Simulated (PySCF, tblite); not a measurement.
**C₆H₉B₂ radical: geometry, infrared bands and EPR parameters**

Aim: predict the infrared bands and EPR parameters of C₆H₉B₂ radical (`[H]/[C]=C/BC#CB(C)C`).

Computed with tblite 0.8.0 and PySCF 2.14.0, with density-fitted response routines of our own, on a single molecule in the gas phase. Atoms are numbered from 0 throughout.

## 1. Starting geometry

17 atoms, charge 0, multiplicity 2; geometry from: force field or distance geometry start.

Bonds of the start (Å): C0–C1 1.32, C1–B2 1.58, B2–C3 1.56, C3–C4 1.20, C4–B5 1.56, B5–C6 1.58, B5–C7 1.61, C0–H8 1.10, C1–H9 1.09, B2–H10 1.17, C6–H11 1.12, C6–H12 1.10, C6–H13 1.09, C7–H14 1.12, C7–H15 1.12, C7–H16 1.10.

## 2. Optimising the geometry with GFN2-xTB

Job settings and geometry (Å):

```
{"job": {"kind": "relax", "xc": "GFN2-xTB", "basis": "xTB"}, "charge": 0, "multiplicity": 2}
C      4.700000    -0.398100     0.123600
C      3.449600    -0.014700     0.317100
B      2.394300    -0.915300     1.075300
C      0.896400    -0.552900     0.847100
C     -0.260400    -0.269300     0.685800
B     -1.746100     0.128900     0.432300
C     -2.774500    -0.996400     0.000500
C     -2.099100     1.617500    -0.055000
H      5.344700     0.316700    -0.407600
H      3.078200     0.957200    -0.012800
H      2.659400    -1.989100     1.467800
H     -3.114100    -0.767000    -1.037300
H     -2.236100    -1.950000     0.049700
H     -3.653100    -0.952200     0.646700
H     -3.068800     1.884200     0.430900
H     -2.286700     1.587200    -1.154900
H     -1.290700     2.325300     0.178900
```

Launch:

```
OMP_NUM_THREADS=1 python probes_run.py task.json out
```

This one command runs all jobs of the session in turn.

**Question.** This job is followed by: GFN2-xTB harmonic vibrations, gas phase; UKS B3LYP, pcH-1 on B C H, non-relativistic, mean-field spin-orbit, GIAO. Predict these results of the whole session: strongest single infrared mode (GFN2-xTB); zero-point energy (GFN2-xTB); g(iso) (B3LYP); ⟨S²⟩; largest a(iso) (averaged by class); potential on the surface of density 0.002 e/bohr³, 1st and 99th percentile.

The runs gave:

| quantity | value |
| --- | --- |
| strongest single infrared mode (GFN2-xTB) | 1274 cm⁻¹, 389 km/mol |
| zero-point energy (GFN2-xTB) | 78.6 kcal/mol |
| g(iso) (B3LYP) | 2.00206 |
| ⟨S²⟩ | 0.760 (exact 0.75) |
| largest a(iso) (averaged by class) | 13C on C0, 309.6 MHz |
| potential on the surface of density 0.002 e/bohr³, 1st and 99th percentile | -0.59 V and 1.17 V |

**Reading.** Relaxing lowered the energy by 0.822 eV in 134 steps; the close pair that moved most is B2–C3, from 1.558 to 1.490 Å. No mode is imaginary among the 45: a minimum at this level. The strongest single mode, at 1274 cm⁻¹, is carried by B5, B2, C3, C4. Unscaled tight-binding wavenumbers are off by several per cent, some by more. Its intensities can rank the bands wrongly. C0 carries the largest spin population, 1.02 e. The isotropic g lies 0.3 ppt below the free-electron value. These values are for one conformer; the search (at its own cheap level) found 2 more, at 0.45, 3.51 kcal/mol, and measured spectra average over such forms.
